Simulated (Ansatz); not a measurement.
# AlCa: the cost of one run

Method: the levels named in each step, in Ansatz 0.2.0.

**1. The structure to begin with**

Bond lengths: Al1–Ca2 2.762 Å.

Structure file:

```xyz
2

Al    0.0000    0.0000    0.0000
Ca    0.0000    0.0000    2.7625
```

**2. A rough first relaxation, PBE-D4/def2-SVP**

This run stands in another session on the same molecule. It ended at:

```xyz
2

Al    0.0000    0.0000   -0.1878
Ca    0.0000    0.0000    2.9503
```

**3. Relaxation, PBE0-D4/def2-TZVPP**

This run stands in another session on the same molecule. It ended at:

```xyz
2

Al    0.0000    0.0000   -0.1921
Ca    0.0000    0.0000    2.9546
```

**4. Frequencies, PBE0-D4/def2-TZVPP**

Contents of input.yaml:

```yaml
crystal:
  periodic: [false, false, false]
  atoms:
    - { symbol: Al, position_ang: [0.0, 0.0, -0.19210207] }
    - { symbol: Ca, position_ang: [0.0, 0.0, 2.95458207] }
magnetization:
  spin_polarized: true
  initial_magnetization: 1
basis:
  gaussian: { orbitals: def2-TZVPP }
hamiltonian:
  xc: pbe0
  dispersion: d4
phonons: {}
```

Launch:

```
$ ansatz run input.yaml --threads 2 --pin off --max-ram 5120MiB --backend cpu --events-out ev --progress --plain --runs-dir out
```

**Question.** How long does this run take on 2 threads of Intel Xeon at 2.50GHz (Skylake/Cascade Lake), shared host, and how much memory does it need?

About 46 s, with a peak of 0.22 GiB.
